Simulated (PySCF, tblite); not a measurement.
# C₆H₁₁F₂NSi: geometry, infrared bands and NMR shifts

Aim: predict the infrared bands and NMR shifts of C₆H₁₁F₂NSi (`CC[C@@H]1[C@@H]2N[SiH2][C@@]1(F)[C@@H]2F`).

The runs use tblite 0.8.0 and PySCF 2.14.0, with density-fitted response routines of our own; the level of theory stands in each step. All values are computed, except where a source is named. Atoms are numbered from 0 throughout.

**1. Starting geometry**

21 atoms, charge 0, multiplicity 1; geometry from: force field or distance geometry start.

Bonds of the start (Å): C0–C1 1.53, C1–C2 1.48, C2–C3 1.52, C3–N4 1.42, N4–Si5 1.82, Si5–C6 1.88, C6–F7 1.31, C6–C8 1.54, C8–F9 1.39, C6–C2 1.49, C8–C3 1.51, C0–H10 1.10, C0–H11 1.12, C0–H12 1.12, C1–H13 1.09, C1–H14 1.10, C2–H15 1.11, C3–H16 1.10, N4–H17 1.04, Si5–H18 1.44, Si5–H19 1.46, C8–H20 1.10.

**2. Geometry optimisation with GFN2-xTB**

Job settings and geometry (Å):

```
{"job": {"kind": "relax", "xc": "GFN2-xTB", "basis": "xTB"}, "charge": 0, "multiplicity": 1}
C      2.480100     0.795700    -0.270100
C      1.288700    -0.064000    -0.681300
C      0.418200    -0.426200     0.461900
C     -0.752000    -1.280500     0.000900
N     -1.287000    -0.738300    -1.198000
Si    -1.456200     0.992400    -0.671100
C     -0.607400     0.543800     0.940600
F     -0.423900     1.447600     1.870300
C     -1.461800    -0.707000     1.202000
F     -1.031100    -1.248500     2.410900
H      2.196000     1.596000     0.422200
H      2.892400     1.181600    -1.235200
H      3.261300     0.110400     0.150500
H      0.793700     0.408700    -1.535400
H      1.730800    -1.003900    -1.058000
H      0.904700    -0.911300     1.331200
H     -0.561900    -2.364200     0.034100
H     -2.267000    -1.063700    -1.349700
H     -0.722800     1.932700    -1.470600
H     -2.857200     1.349300    -0.485400
H     -2.546700    -0.533500     1.129700
```

Command:

```
> OMP_NUM_THREADS=1 python probes_run.py task.json out
```

One launch serves the whole session: the jobs run in the order shown.

**Question.** This job is followed by: GFN2-xTB harmonic vibrations, gas phase; GIAO PBE0/pcSseg-1 NMR shielding, non-relativistic, gas phase. What will the session give for the following? strongest single infrared mode (GFN2-xTB); zero-point energy (GFN2-xTB); ¹³C shifts against TMS (PBE0/pcSseg-1); ¹H shifts against TMS (PBE0/pcSseg-1, means over atoms taken as alike); ¹⁵N shifts against NH3 (PBE0/pcSseg-1); ²⁹Si shifts against TMS (PBE0/pcSseg-1); ¹⁹F shifts against CFCl3 (PBE0/pcSseg-1).

The runs gave:

| quantity | value |
| --- | --- |
| strongest single infrared mode (GFN2-xTB) | 2277 cm⁻¹, 381 km/mol |
| zero-point energy (GFN2-xTB) | 101.1 kcal/mol |
| ¹³C shifts against TMS (PBE0/pcSseg-1) | 100.7, 96.1, 55.4, 52.6, 22.6, 13.0 ppm |
| ¹H shifts against TMS (PBE0/pcSseg-1, means over atoms taken as alike) | 5.09, 4.72, 4.69, 3.28, 3.15, 2.21, 1.57, 1.19, 0.50 ppm |
| ¹⁵N shifts against NH3 (PBE0/pcSseg-1) | 18.6 ppm |
| ²⁹Si shifts against TMS (PBE0/pcSseg-1) | -49.8 ppm |
| ¹⁹F shifts against CFCl3 (PBE0/pcSseg-1) | -214.9, -238.4 ppm |

**Reading.** Over 110 steps the energy fell by 1.025 eV; of the close pairs, N4–Si5 changed most, 1.817 to 1.730 Å. No mode is imaginary among the 57: a minimum at this level. The strongest single mode, at 2277 cm⁻¹, moves mainly H19. GFN2-xTB is a fitted tight-binding method: band positions and strengths are rough. Its intensities can rank the bands wrongly. The most deshielded hydrogen is H20 (hydrogen on an sp3 CH bonded to F), at 5.09 ppm: its carbon carries F, which withdraws density. At PBE0/pcSseg-1: Shielding is most anisotropic at F7 (span 139 ppm, paramagnetic term -86 ppm).
